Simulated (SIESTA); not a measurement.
# NiMoIrPdW in SIESTA: the effect of functional

NiMoIrPdW:

```
CELL_PARAMETERS angstrom
4.14670 0.00000 0.00000
-2.07335 3.59115 0.00000
0.00000 0.00000 5.41629
ATOMIC_POSITIONS crystal
Ni 0.00000 0.00000 0.02221
Mo 0.66667 0.33333 0.45996
Pd 0.33333 0.66667 0.74601
Ir 0.33333 0.66667 0.25641
W 0.66667 0.33333 0.99985
```

The cell was built by a generator and needn't be a form met in nature.

Alike in all runs:

```yaml
Program: SIESTA 5.4.2
Task: band structure
Basis: DZP (energy shift 0.003 Ry; two zetas on semicore shells)
Grid_cutoff: 800 Ry
Energy_shift: 0.003 Ry
k_mesh: 7 × 7 × 5
Occupations: fermi-dirac, width 0.05 eV
Spin: collinear spin, ferromagnetic start
Starting_moments: "[1.0, 1.0, 0.0, 0.6, 0.0] μB"
```

Task: One run gave: pressure -10.1 GPa; largest force 0.40 eV/Å. Which functional did it use?
A. LDA
B. BLYP
C. RPBE

Result: A.

| functional | potentials or basis | pressure (GPa) | largest force (eV/Å) |
| --- | --- | --- | --- |
| LDA | PseudoDojo 0.4 standard (LDA files) | -10.1 | 0.40 |
| RPBE | PseudoDojo 0.4 standard (PBE files) | 6.6 | 0.74 |
| BLYP | PseudoDojo 0.4 standard (PBE files) | 12.2 | 0.76 |

Caveats: short orbitals over semicore shells can move pressures by several GPa; the basis of atomic orbitals isn't converged, which shifts pressures, moduli and gaps; the potentials were made for another functional, which shifts forces and pressure (some runs).

Not every run made on this cell is shown here.
